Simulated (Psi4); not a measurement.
# Two attempts at BH2Br (SMILES BBr)

Aim: a single-point energy of BH2Br at MP4(SDQ)/def2-SVPD (density fitting).

The calculation is run with Psi4 1.11.

### 1 The system as given

The species is BH2Br (4 atoms), meant as a singlet with charge 0. SMILES: `BBr`. The shape is that of a PBE0-D4/def2-TZVP optimisation.

Bond lengths: B1–Br2 1.891 Å, B1–H3 1.188 Å, B1–H4 1.188 Å. Angles: Br2–B1–H3 117.8°, Br2–B1–H4 117.8°, H3–B1–H4 124.3°.

### 2 First attempt

Contents of bbrh2.xyz:

```xyz
4
BBrH2
B     -0.153900     0.025000    -0.096900
Br     1.470100    -0.363400     0.790800
H     -1.111200    -0.617300     0.191700
H     -0.149500     0.895400    -0.905900
```

Contents of bbrh2.py:

```python
import psi4

psi4.set_memory('1600 MB')
psi4.set_num_threads(1)
psi4.set_output_file('output.dat', False)

with open('bbrh2.xyz') as f:
    atoms = ''.join(f.readlines()[2:])
m = psi4.geometry('0 1\n' + atoms + '')

psi4.set_options(dict(basis='def2-SVPD', freeze_core=True))

energy_value, wavefunction = psi4.energy("pbe1pbe", molecule=m, return_wfn=True)
print('E =', round(energy_value, 9))
```

Run with:

```console
$ python bbrh2.py
```

output.dat:

```text
Psi4 1.11 release
```

On the terminal:

```text
Traceback (most recent call last):
  File "bbrh2.py", line 13, in <module>
    energy_value, wavefunction = psi4.energy("pbe1pbe", molecule=m, return_wfn=True)
psi4.driver.p4util.exceptions.MissingMethodError: Method=pbe1pbe is not available for any derivative level.
```

It took 2 s on 1 thread of AMD EPYC 7R43 (Zen 3), shared host; peak memory 0.13 GiB.

### 3 Reading the log

The program refused the input.

The telling line is `psi4.driver.p4util.exceptions.MissingMethodError: Method=pbe1pbe is not available for any derivative level.`. What is wrong: the keyword for the method is given a word that it doesn't take. To mend it: method MP4(SDQ) in place of PBE1PBE.

### 4 Second attempt

bbrh2.xyz is that of step 2.

Contents of calc.py:

```python
import psi4

psi4.set_memory(1600000000)
psi4.set_num_threads(1)
psi4.core.set_output_file('output.dat', False)

with open('bbrh2.xyz') as f:
    atoms = ''.join(f.readlines()[2:])
molecule = psi4.geometry('0 1\n' + atoms + '')

psi4.set_options({
    'basis': 'def2-SVPD',
    'freeze_core': True,
})

e = psi4.energy("mp4(sdq)")
print(f'total energy {e:.8f} hartree = {e * 27.211386:.5f} eV')
for k, v in sorted(psi4.core.scalar_variables().items()):
    print(f'{k:45s} {v:18.10f}')
```

Run with:

```console
$ python calc.py
```

output.dat:

```text
[...]
  Running in c1 symmetry.
[...]
  Nuclear repulsion =   67.589326529931398
[...]
  Multiplicity = 1
[...]
  Nalpha       = 21
  Nbeta        = 21
[...]
    Number of basis functions: 77
[...]
   @RHF iter   1: -2597.76576495491918   -1.97070e+00   1.37524e-02 ADIIS/DIIS
[...]
   @RHF iter  10: -2597.94857003635525   -2.27374e-11   8.63560e-09 DIIS
[...]
    Orbital Energies [Eh]
    ---------------------
    Doubly Occupied:
       1A   -489.982830     2A    -65.150316     3A    -58.521937
       4A    -58.521510     5A    -58.521051     6A     -9.841248
       7A     -7.679152     8A     -7.455616     9A     -7.451496
      10A     -7.449343    11A     -3.197858    12A     -3.196291
      13A     -3.193909    14A     -3.189785    15A     -3.189549
      16A     -1.034660    17A     -0.695888    18A     -0.556182
      19A     -0.510413    20A     -0.443090    21A     -0.410864
[...]
  @RHF Final Energy: -2597.94857003635525
   => Energetics <=
    Nuclear Repulsion Energy =             67.5893265299313981
    One-Electron Energy =               -3750.6898180773400782
    Two-Electron Energy =                1085.1519215110533878
    Total Energy =                      -2597.9485700363552496
[...]
 Multipole Moments:
 ------------------------------------------------------------------------------------
     Multipole            Electronic (a.u.)      Nuclear  (a.u.)        Total (a.u.)
 ------------------------------------------------------------------------------------
 L = 1.  Multiply by 2.5417464519 to convert [e a0] to [Debye]
 Dipole X            :          3.8587242           -4.1945523           -0.3358281
 Dipole Y            :         -0.9231047            1.0033859            0.0802812
 Dipole Z            :          2.1086455           -2.2923210           -0.1836755
 Magnitude           :                                                    0.3911039
[...]
      * MP2 total energy:                  -2598.275208083379
[...]
      * MP3 total energy:                  -2598.287993149175
[...]
```

Standard output:

```text
total energy -2598.29375554 hartree = -70703.17432 eV
CURRENT CORRELATION ENERGY                         -0.3451855009
CURRENT ENERGY                                  -2598.2937555372
CURRENT REFERENCE ENERGY                        -2597.9485700364
DD SOLVATION ENERGY                                 0.0000000000
HF KINETIC ENERGY                                2597.6664708974
HF POTENTIAL ENERGY                             -5195.6150409338
HF TOTAL ENERGY                                 -2597.9485700364
HF VIRIAL RATIO                                     2.0001085971
MP2 CORRELATION ENERGY                             -0.3266380470
MP2 DOUBLES ENERGY                                 -0.3266380470
MP2 OPPOSITE-SPIN CORRELATION ENERGY               -0.2356787659
MP2 SAME-SPIN CORRELATION ENERGY                   -0.0909592812
MP2 SINGLES ENERGY                                  0.0000000000
MP2 TOTAL ENERGY                                -2598.2752080834
MP2.5 CORRELATION ENERGY                           -0.3330305799
MP2.5 DOUBLES ENERGY                               -0.3330305799
MP2.5 OPPOSITE-SPIN CORRELATION ENERGY             -0.2445892072
MP2.5 SAME-SPIN CORRELATION ENERGY                 -0.0884413727
MP2.5 SINGLES ENERGY                                0.0000000000
MP2.5 TOTAL ENERGY                              -2598.2816006163
MP3 CORRELATION ENERGY                             -0.3394231128
MP3 DOUBLES ENERGY                                 -0.3394231128
MP3 OPPOSITE-SPIN CORRELATION ENERGY               -0.2534996486
MP3 SAME-SPIN CORRELATION ENERGY                   -0.0859234642
MP3 SINGLES ENERGY                                  0.0000000000
MP3 TOTAL ENERGY                                -2598.2879931492
MP4(SDQ) CORRELATION ENERGY                        -0.3451855009
MP4(SDQ) TOTAL ENERGY                           -2598.2937555372
NUCLEAR REPULSION ENERGY                           67.5893265299
ONE-ELECTRON ENERGY                             -3750.6898180773
PCM POLARIZATION ENERGY                             0.0000000000
PE ENERGY                                           0.0000000000
SCF ITERATION ENERGY                            -2597.9485700364
SCF ITERATIONS                                     10.0000000000
SCF TOTAL ENERGY                                -2597.9485700364
TWO-ELECTRON ENERGY                              1085.1519215111
```

Run time: 9.6 s. Hardware: 1 thread of AMD EPYC 7R43 (Zen 3), shared host; peak memory 0.41 GiB.

### 5 Outcome

At MP4(SDQ)/def2-SVPD (density fitting):

```
                                    quantity           value
                                total energy  -2598.29376 Eh
         HOMO energy (Hartree–Fock orbitals)       -11.18 eV
         LUMO energy (Hartree–Fock orbitals)         1.52 eV
       HOMO–LUMO gap (Hartree–Fock orbitals)        12.70 eV
correlation energy (10 core orbitals frozen)      -345.2 mEh
```
